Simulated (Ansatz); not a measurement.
# TiO2 (Rutile): the cost of one run

All numbers are computed with the Python package of Ansatz 0.2.0. Level of theory: DFT PBE, plane waves, PAW.

## (1) The system

The structure is tetragonal, space group P4_2/mnm (No. 136). Conventional cell: a = 4.592 Å, b = 4.592 Å, c = 2.957 Å, α = 90.00°, β = 90.00°, γ = 90.00°. Ti (site symmetry mmm) is surrounded by 6 O at 1.95 to 1.98 Å. O (site symmetry m2m) has 3 Ti at 1.95 to 1.98 Å as nearest neighbours.

No structure file is read: the coordinates are typed or built in the script.

## (2) The code

phonons.py

```python
'''Harmonic phonons of TiO2.'''

from pathlib import Path

import ansatz
from ase import Atoms
import numpy as np


def main() -> None:
    atoms = Atoms(
        ['Ti', 'Ti', 'O', 'O', 'O', 'O'],
        scaled_positions=[
            (0.0, 0.0, 0.0),
            (0.5, 0.5, 0.5),
            (0.30496, 0.30496, 0.0),
            (0.19504, 0.80496, 0.5),
            (0.69504, 0.69504, 0.0),
            (0.80496, 0.19504, 0.5),
        ],
        cell=[
            (4.5922, 0.0, 0.0),
            (0.0, 4.5922, 0.0),
            (0.0, 0.0, 2.9574),
        ],
        pbc=True,
    )
    system = ansatz.Crystal.from_ase(atoms)

    # the cell itself: zone-centre modes alone
    calculation = (
        system.calculation()
        .functional(ansatz.Functional.PBE)
        .pseudopotentials('paw')
        .occupations('fixed')
        .kpoints(4, 4, 6)  # sampling of the Brillouin zone
        .phonons('fd', supercell=1, amplitude=0.01)
    )
    out = calculation.run(threads=1, backend='cpu', runs_dir='runs')
    folder = Path(out.output_folder) / 'results'
    ph = out.phonons

    print('modes at Gamma (1/cm):', np.round(ph.gamma_omega_inv_cm, 1) + 0.0)
    print(f'{ph.n_members} displaced supercells, sum-rule residual {ph.asr_residual_pre_ev_ang2:.1e} eV/A^2')
    optical = np.sort(ph.gamma_omega_inv_cm)
    print('imaginary modes at Gamma:', int((optical < -10).sum()), '- highest mode', round(float(optical[-1]), 1), '1/cm')


if __name__ == '__main__':
    main()
```

## (3) The input behind the calls

The engine receives this input:

```yaml
crystal:
  lattice:
    - [4.5922, 0.0, 0.0]
    - [0.0, 4.5922, 0.0]
    - [0.0, 0.0, 2.9574]
  atoms:
    - { symbol: Ti, position: [0.0, 0.0, 0.0] }
    - { symbol: Ti, position: [0.5, 0.5, 0.5] }
    - { symbol: O, position: [0.30496, 0.30496, 0.0] }
    - { symbol: O, position: [0.19504, 0.80496, 0.5] }
    - { symbol: O, position: [0.69504, 0.69504, 0.0] }
    - { symbol: O, position: [0.80496, 0.19504, 0.5] }
kpoints:
  mp_grid:
    grid: [4, 4, 6]
hamiltonian:
  xc: pbe
  pseudopotentials:
    kind: paw
scf:
  occupations:
    method: fixed
phonons:
  method: fd
  supercell: [1, 1, 1]
  amplitude: 0.01
```

## (4) Launch

The run is started by

```sh
$ python phonons.py
```

Q: Estimate wall time and peak memory on 1 thread of Intel Xeon 6975P-C (Granite Rapids), shared host.

About 16 s, with a peak of 0.46 GiB.
